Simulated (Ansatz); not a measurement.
Molecular dynamics of Li

The input (input.yaml):

```yaml
accuracy: low
crystal:
  lattice:
    - [7.312873, 0.0, 0.0]
    - [0.0, 7.312873, 0.0]
    - [0.0, 0.0, 7.312873]
  atoms:
    - { symbol: Li, position: [0.0, 0.0, 0.0] }
    - { symbol: Li, position: [0.5, 0.0, 0.0] }
    - { symbol: Li, position: [0.0, 0.5, 0.0] }
    - { symbol: Li, position: [0.0, 0.0, 0.5] }
    - { symbol: Li, position: [0.25, 0.25, 0.25] }
    - { symbol: Li, position: [0.5, 0.5, 0.0] }
    - { symbol: Li, position: [0.5, 0.0, 0.5] }
    - { symbol: Li, position: [0.75, 0.25, 0.25] }
    - { symbol: Li, position: [0.0, 0.5, 0.5] }
    - { symbol: Li, position: [0.25, 0.75, 0.25] }
    - { symbol: Li, position: [0.25, 0.25, 0.75] }
    - { symbol: Li, position: [0.5, 0.5, 0.5] }
    - { symbol: Li, position: [0.75, 0.75, 0.25] }
    - { symbol: Li, position: [0.75, 0.25, 0.75] }
    - { symbol: Li, position: [0.25, 0.75, 0.75] }
    - { symbol: Li, position: [0.75, 0.75, 0.75] }
basis:
  ecutwfc: 420.0
kpoints:
  mp_grid: { grid: [2, 2, 2] }
hamiltonian:
  xc: pbe
scf:
  occupations: { method: fermi_dirac, width: 0.16 }
  lower_state_search: "off"
md:
  timestep: 1
  n_steps: 140
  ensemble: nvt_langevin
  temperature: 1800.0
  initial_velocities: maxwell_boltzmann
  seed: 804791
  friction: 0.02
```

Command:

```bash
$ ansatz run input.yaml --threads 1 --pin off --max-ram 3072MiB --backend cpu --events-out ev --progress --plain --runs-dir out
```

It starts from a structure without forces on its atoms.

Output, in part (step lines):

```
md step     0: t =     0.00 fs  T =  1687.5 K  F+E_penalty+E_count = -3274.66010031 eV  E_kin = 3.490020 eV  (6 SCF iters)
md step     1: t =     1.00 fs  T =  1686.8 K  F+E_penalty+E_count = -3274.65485253 eV  E_kin = 3.488592 eV  (6 SCF iters)
md step     2: t =     2.00 fs  T =  1788.1 K  F+E_penalty+E_count = -3274.63891476 eV  E_kin = 3.697996 eV  (6 SCF iters)
md step     3: t =     3.00 fs  T =  1747.6 K  F+E_penalty+E_count = -3274.61238958 eV  E_kin = 3.614356 eV  (6 SCF iters)
md step     4: t =     4.00 fs  T =  1639.8 K  F+E_penalty+E_count = -3274.57683177 eV  E_kin = 3.391441 eV  (6 SCF iters)
md step     5: t =     5.00 fs  T =  1546.1 K  F+E_penalty+E_count = -3274.53380331 eV  E_kin = 3.197565 eV  (5 SCF iters)
md step     6: t =     6.00 fs  T =  1367.7 K  F+E_penalty+E_count = -3274.48480132 eV  E_kin = 2.828558 eV  (5 SCF iters)
md step     7: t =     7.00 fs  T =  1269.9 K  F+E_penalty+E_count = -3274.43063777 eV  E_kin = 2.626260 eV  (5 SCF iters)
[... lines left out ...]
md step   139: t =   139.00 fs  T =  1452.9 K  F+E_penalty+E_count = -3270.69971241 eV  E_kin = 3.004911 eV  (5 SCF iters)
md step   140: t =   140.00 fs  T =  1486.2 K  F+E_penalty+E_count = -3270.74242667 eV  E_kin = 3.073693 eV  (6 SCF iters)
```

The steps, from the saved trajectory:

```csv
time (fs),T (K),potential energy less start (eV)
0.0,1688,0.000
4.0,1640,0.083
8.0,1426,0.292
12.0,1390,0.616
16.0,1294,1.050
20.0,1384,1.501
24.0,1078,1.947
28.0,1086,2.159
32.0,968,2.174
36.0,1118,2.081
40.0,1297,1.967
44.0,1492,1.953
48.0,1419,2.145
52.0,1172,2.367
56.0,1159,2.513
60.0,1183,2.626
64.0,1618,2.712
68.0,1484,2.793
72.0,1471,2.829
76.0,1656,2.848
80.0,1589,2.957
84.0,1746,3.108
88.0,1407,3.303
92.0,1341,3.412
96.0,1633,3.299
100.0,1862,3.037
104.0,2132,2.821
108.0,2128,2.754
112.0,1994,2.832
116.0,1783,3.052
120.0,1633,3.267
124.0,1741,3.512
128.0,1339,3.762
132.0,1179,4.005
136.0,1314,4.054
140.0,1486,3.918
```

All steps were run. A run of 0.14 ps of so small a system gives no equilibrium averages. Limits of this set-up: coarse k mesh, low accuracy level.

Mean squared displacements from the first frame to the last, about the centre of mass: Li 1.13 Å².

Last frame:

```xyz
16
Lattice="7.3129 0.0000 0.0000 0.0000 7.3129 0.0000 0.0000 0.0000 7.3129" Properties=species:S:1:pos:R:3
Li 0.478 0.112 0.158
Li 4.921 -0.109 0.308
Li -0.192 3.608 -1.489
Li 0.280 0.473 2.765
Li 2.267 1.553 0.944
Li 3.699 3.324 -0.644
Li 3.554 -0.625 2.397
Li 6.623 2.380 0.313
Li 1.137 3.313 2.972
Li 1.051 5.182 2.392
Li 2.193 0.701 5.055
Li 4.577 2.310 2.546
Li 6.175 5.283 1.303
Li 5.479 1.607 5.006
Li 1.274 5.709 5.234
Li 3.947 5.233 4.352
```

The run took 9.1 min on 1 thread of Intel(R) Xeon(R) Platinum 8488C (Sapphire Rapids), with other jobs on the host, peak memory 0.62 GiB.
